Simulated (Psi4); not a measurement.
**HF/def2-SVP (core potential) run of HfH2Cl2O2 (SMILES Cl[Hf](Cl)(O)O)**

Aim: the vertical ionisation energy of HfH2Cl2O2 at HF/def2-SVP (core potential), from 2 runs. 

Program for the calculation: Psi4 1.11.

### 1 The system as given

HfH2Cl2O2 has 7 atoms, charge 0, and is taken as a singlet. SMILES: `Cl[Hf](Cl)(O)O`. The shape is that of a PBE0-D4/def2-TZVP optimisation. This is one conformer, not always the lowest.

Bond lengths: Cl1–Hf2 2.357 Å, Hf2–Cl3 2.357 Å, Hf2–O4 1.897 Å, Hf2–O5 1.897 Å, O4–H6 0.952 Å, O5–H7 0.952 Å. Angles: Cl1–Hf2–Cl3 110.3°, Cl1–Hf2–O4 108.9°, Cl1–Hf2–O5 108.9°, Cl3–Hf2–O4 108.9°, Cl3–Hf2–O5 108.9°, O4–Hf2–O5 110.9°, Hf2–O4–H6 171.0°, Hf2–O5–H7 171.3°.

### 2 Energy and forces at HF/def2-SVP (core potential)

cl2h2hfo2.xyz reads:

```xyz
7
Cl2H2HfO2
Cl    -1.456370    -2.174970     0.002810
Hf     0.098690    -0.403750    -0.023700
Cl     2.292700    -1.246870    -0.201240
O     -0.257230     0.704790    -1.520890
O     -0.055410     0.574120     1.593960
H     -0.457210     1.368980    -2.172410
H     -0.165190     1.177700     2.321450
```

cl2h2hfo2.py reads:

```python
import psi4

psi4.set_memory('1600 MB')
psi4.set_num_threads(1)
psi4.core.set_output_file('run.log', False)

with open('cl2h2hfo2.xyz') as f:
    atoms = ''.join(f.readlines()[2:])
m = psi4.geometry('0 1\n' + atoms + 'symmetry c1\nno_reorient\nno_com')

psi4.set_options({
    'basis': 'def2-SVP',
    'puream': True,
    'e_convergence': 1e-09,
    'd_convergence': 1e-08,
    'scf_type': 'pk',
})

result, w = psi4.gradient("hf", return_wfn=True)
psi4.oeprop(w, "QUADRUPOLE", "WIBERG_LOWDIN_INDICES", "MAYER_INDICES", title="HF")
print('gradient / Eh bohr^-1')
print(result.np.round(6))
print(f'energy = {w.energy():.10f} Eh')
```

Started as:

```console
$ python cl2h2hfo2.py
```

run.log:

```text
[...]
  Running in c1 symmetry.
[...]
  Nuclear repulsion =  302.557882688743632
[...]
  Multiplicity = 1
[...]
  Nalpha       = 32
  Nbeta        = 32
[...]
    Number of basis functions: 106
[...]
   @RHF iter   1: -1117.03991888171390   -1.11409e+00   6.88443e-03 DIIS/ADIIS
[...]
   @RHF iter  12: -1117.27144128303325   -9.77707e-12   6.93761e-09 DIIS
[...]
    Orbital Energies [Eh]
    ---------------------
    Doubly Occupied:
       1A   -104.772207     2A   -104.772191     3A    -20.568870
       4A    -20.568815     5A    -10.536322     6A    -10.536318
       7A     -8.010310     8A     -8.010303     9A     -8.008757
      10A     -8.008744    11A     -8.008696    12A     -8.008691
      13A     -2.970715    14A     -1.669174    15A     -1.657324
      16A     -1.646197    17A     -1.298058    18A     -1.282800
      19A     -1.060240    20A     -1.052371    21A     -0.724703
      22A     -0.707279    23A     -0.554146    24A     -0.548016
      25A     -0.540774    26A     -0.527386    27A     -0.510599
      28A     -0.490423    29A     -0.472161    30A     -0.459387
      31A     -0.456045    32A     -0.448057
[...]
  @RHF Final Energy: -1117.27144128303325
   => Energetics <=
    Nuclear Repulsion Energy =            302.5578826887436321
    One-Electron Energy =               -2161.8864861657139045
    Two-Electron Energy =                 742.0571621939373017
    Total Energy =                      -1117.2714412830330275
[...]
  -Total Gradient:
     Atom            X                  Y                   Z
    ------   -----------------  -----------------  -----------------
       1        0.008892815901     0.009921108565    -0.000160560931
       2        0.000295054932    -0.001170494360    -0.000049747700
       3       -0.012457426730     0.004638712721     0.001000684237
       4        0.005298904935    -0.017740566064     0.016630486704
       5        0.002989679921    -0.016195675435    -0.018673592052
       6       -0.003136291037     0.010702052310    -0.008906365621
       7       -0.001882737910     0.009844862270     0.010159095363
[...]
 Multipole Moments:
 ------------------------------------------------------------------------------------
     Multipole            Electronic (a.u.)      Nuclear  (a.u.)        Total (a.u.)
 ------------------------------------------------------------------------------------
 L = 1.  Multiply by 2.5417464519 to convert [e a0] to [Debye]
 Dipole X            :        -23.5931329           23.2027566           -0.3903763
 Dipole Y            :         96.5346424          -94.9366658            1.5979766
 Dipole Z            :          5.6204025           -5.5257671            0.0946355
 Magnitude           :                                                    1.6476889
 L = 2.  Multiply by 1.3450342976 to convert [e a0^2] to [Debye ang]
 Quadrupole XX       :       -501.9958421          451.1125590          -50.8832832
 Quadrupole XY       :         -9.2659321            8.0249252           -1.2410068
[...]
```

Standard output:

```text
gradient / Eh bohr^-1
[[ 8.8930e-03  9.9210e-03 -1.6100e-04]
 [ 2.9500e-04 -1.1700e-03 -5.0000e-05]
 [-1.2457e-02  4.6390e-03  1.0010e-03]
 [ 5.2990e-03 -1.7741e-02  1.6630e-02]
 [ 2.9900e-03 -1.6196e-02 -1.8674e-02]
 [-3.1360e-03  1.0702e-02 -8.9060e-03]
 [-1.8830e-03  9.8450e-03  1.0159e-02]]
energy = -1117.2714412830 Eh
```

Run time: 33 s. Hardware: 1 thread of Intel Xeon at 2.50GHz (Skylake/Cascade Lake), shared host; peak memory 0.43 GiB.

### 3 The doublet cation at the same level

cl2h2hfo2.in reads:

```
memory 1600 MB

molecule geom {
  1 2
  Cl    -1.456370    -2.174970     0.002810
  Hf     0.098690    -0.403750    -0.023700
  Cl     2.292700    -1.246870    -0.201240
  O     -0.257230     0.704790    -1.520890
  O     -0.055410     0.574120     1.593960
  H     -0.457210     1.368980    -2.172410
  H     -0.165190     1.177700     2.321450
  units angstrom
  symmetry c1
}

set reference uhf
set puream true
set e_convergence 1e-09
set d_convergence 1e-08
set scf_type pk
set maxiter 100

e_tot, wfn = gradient('hf/def2-SVP', return_wfn=True)
oeprop(wfn, 'QUADRUPOLE', 'WIBERG_LOWDIN_INDICES', 'MAYER_INDICES')
```

Started as:

```console
$ psi4 cl2h2hfo2.in cl2h2hfo2.out -n 1
```

cl2h2hfo2.out:

```text
[...]
    !!!  WARNING: ECP capability is in beta. Please check occupations closely.  !!!
[...]
  Running in c1 symmetry.
[...]
  Nuclear repulsion =  302.557882688743632
[...]
  Multiplicity = 2
[...]
  Nalpha       = 32
  Nbeta        = 31
[...]
    Number of basis functions: 106
[...]
   @UHF iter   1: -1116.61683886004403   -7.43805e-01   6.79297e-03 ADIIS/DIIS
[...]
   @UHF iter  41: -1116.87283543099693   -7.50333e-12   3.46275e-09 DIIS
[...]
   @S^2 Observed:                7.570005112E-01
[...]
  @UHF Final Energy: -1116.87283543099693
   => Energetics <=
    Nuclear Repulsion Energy =            302.5578826887436321
    One-Electron Energy =               -2147.4022502667853587
    Two-Electron Energy =                 727.9715321470450817
    Total Energy =                      -1116.8728354309967017
  UHF NO Occupations:
  HONO-2 :   30  A 1.9995289
  HONO-1 :   31  A 1.9971532
[...]
  -Total Gradient:
     Atom            X                  Y                   Z
    ------   -----------------  -----------------  -----------------
       1       -0.009737397565    -0.000774636397     0.000607252688
       2        0.109805737065    -0.046684121174    -0.009036009099
       3       -0.080484221519     0.032043127769     0.006544435595
       4       -0.011106001347     0.002737810980    -0.004237700216
       5       -0.010534050605     0.002376609601     0.005774344547
       6        0.000704397443     0.005376656300    -0.004566038935
       7        0.001351536513     0.004924552917     0.004913715422
[...]
 Multipole Moments:
 ------------------------------------------------------------------------------------
     Multipole            Electronic (a.u.)      Nuclear  (a.u.)        Total (a.u.)
 ------------------------------------------------------------------------------------
 L = 1.  Multiply by 2.5417464519 to convert [e a0] to [Debye]
 Dipole X            :         -3.3674370            5.5755719            2.2081349
 Dipole Y            :         23.5671118          -22.8164867            0.7506250
 Dipole Z            :          1.2057758           -1.3147174           -0.1089417
 Magnitude           :                                                    2.3347732
 L = 2.  Multiply by 1.3450342976 to convert [e a0^2] to [Debye ang]
 Quadrupole XX       :       -477.7882432          443.1862948          -34.6019484
 Quadrupole XY       :        -44.9574678           40.4558219           -4.5016460
[...]
```

It took 38 s on 1 thread of Intel Xeon at 2.50GHz (Skylake/Cascade Lake), shared host; peak memory 0.44 GiB.

### 4 Summary of results

Level: HF/def2-SVP (core potential).

```
                                          quantity           value
                   singlet HfH2Cl2O2: total energy  -1117.27144 Eh
                  singlet HfH2Cl2O2: dipole moment          4.19 D
                    singlet HfH2Cl2O2: HOMO energy       -12.19 eV
                    singlet HfH2Cl2O2: LUMO energy         2.07 eV
                  singlet HfH2Cl2O2: HOMO–LUMO gap        14.26 eV
       singlet HfH2Cl2O2: largest force on an atom      1.280 eV/Å
                      doublet cation: total energy  -1116.87284 Eh
doublet cation: HOMO energy (highest over α and β)       -16.77 eV
 doublet cation: LUMO energy (lowest over α and β)        -9.46 eV
                              doublet cation: ⟨S²⟩           0.757
          doublet cation: largest force on an atom      6.153 eV/Å
vertical ionisation energy (to the doublet cation)       10.847 eV
```

What this shows: Removing an electron at fixed nuclei costs 10.85 eV (250 kcal/mol). The largest force (singlet HfH2Cl2O2) is 1.28 eV/Å: the shape isn't a stationary point for this species at this level. −ε(HOMO) before ionisation, 12.19 eV, is 1.35 eV above this ionisation energy.
